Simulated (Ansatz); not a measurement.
This script makes the interaction energy of a dimer with the counterpoise correction of BBrClH, SMILES ClBBr with Ansatz 0.2.0, Python API.

`dimer.py`:
```python
"""Interaction energy of two BBrClH molecules, with the counterpoise correction."""

import ansatz as az

FIRST = [
    ("Cl", (-1.6572, -0.6077, 0.2032)),
    ("B", (-0.0411, 0.1578, -0.1093)),
    ("Br", (1.5448, -0.6681, 0.7149)),
    ("H", (0.1534, 1.1179, -0.8087)),
]
SECOND = [
    ("Cl", (4.8422, -1.1806, 1.4431)),
    ("B", (3.8869, -2.0514, 2.7176)),
    ("Br", (2.8513, -0.9682, 3.9943)),
    ("H", (3.8044, -3.2467, 2.8338)),
]

def energy(atoms, ghosts=()):
    molecule = az.Crystal.molecule()
    for symbol, xyz in atoms:
        molecule = molecule.atom(symbol, xyz)
    calc = (
        molecule.calculation()
        .basis(gaussian="def2-SVPD")
        .functional("r2scan", dispersion="d4")
    )
    deck = calc.input()
    if ghosts:
        deck = deck.set(az.key.basis.gaussian.ghost_atoms, [{"symbol": s, "position_ang": list(xyz)} for s, xyz in ghosts])
    return az.Session.from_dict(deck).plan().execute().report["free_energy_ev"]

# ghost atoms carry the functions of the partner
both = energy(FIRST + SECOND)
alone = energy(FIRST) + energy(SECOND)
ghosted = energy(FIRST, SECOND) + energy(SECOND, FIRST)
print(f"dimer {both:.6f} eV")
print(f"interaction, uncorrected   {(both - alone):8.3f} eV")
print(f"interaction, counterpoise  {(both - ghosted):8.3f} eV")
print(f"basis-set superposition    {(alone - ghosted):8.3f} eV")
```

How large is the interaction at this pose, and how much of it is basis-set superposition?

Uncorrected it is 0.030 eV, with the counterpoise correction 0.060 eV; the difference, 0.03 eV, is the superposition error. In this basis both values are repulsive.

The run itself:

```console
$ python dimer.py
dimer -166498.213761 eV
interaction, uncorrected      0.030 eV
interaction, counterpoise     0.060 eV
basis-set superposition       0.030 eV
```

Total energies depend on the basis set; only differences at equal settings carry meaning. The dimer is a generated trial pose of unrelaxed monomers, not a minimum, so the figure is no binding energy, and the basis set is small. Hardware and time: 43 s on 1 thread of Intel(R) Xeon(R) Processor @ 2.30GHz (shared host), peak memory 0.45 GiB.
